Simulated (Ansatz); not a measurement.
**CdSnAs2 under changes of volume**

One of the cells (28.431 Å³/atom); the others are scaled copies at fixed shape and fractional positions:

```xyz
8
Lattice="-3.0730 3.0730 6.0212 3.0730 -3.0730 6.0212 3.0730 3.0730 -6.0212" Properties=species:S:1:pos:R:3 pbc="T T T"
Sn    0.0000    0.0000    6.0212
Sn    3.0730    0.0000    3.0106
Cd    0.0000    3.0730    3.0106
Cd    0.0000    0.0000    0.0000
As   -1.5080    1.5365    7.5265
As    1.5365    1.5650   -1.5053
As    4.5810    1.5365    1.5053
As    1.5365    1.5080    4.5159
```

The cell is a database's computed one.

```yaml
Program: Ansatz 0.2.0
Functional: PBEsol
Potentials_or_basis: all-electron LAPW, scalar-relativistic
Cutoff: 279 eV (chosen from the basis error)
Basis_error_allowed: 0.001 eV/atom
k_mesh: 6 × 6 × 6
Occupations: fermi-dirac, width 0.05 eV
Spin: no spin polarisation
```

```tsv
volume (Å³/atom)	energy over the lowest point (meV/atom)	pressure (GPa)	largest force (eV/Å)
26.725	?	?	?
27.294	3.01	1.5	0.220
27.862	0.00	0.3	0.184
28.431	1.08	-0.8	0.151
28.999	5.79	-1.8	0.121
29.568	13.74	-2.7	0.092
30.137	24.56	-3.4	0.065
```

**Question.** What does the run at 26.725 Å³/atom give?

**Answer.** Energy over the lowest point 10.61 meV/atom; pressure 2.8 GPa; largest force 0.258 eV/Å.

Worked out: A Birch-Murnaghan fit of order 3 (a polynomial in V^(-2/3)) to the other rows has its minimum at 27.99 Å³/atom with B0 = V·E''(V) = 55 GPa and B' = 4.8 at fixed shape and positions, which overstates the stiffness. It gives 10.64 meV/atom at 26.725 Å³/atom, against the run's 10.61, and -dE/dV = 2.9 GPa, against 2.8.

Energies are extrapolated to zero smearing.

The runs don't all hold the same shells in valence.
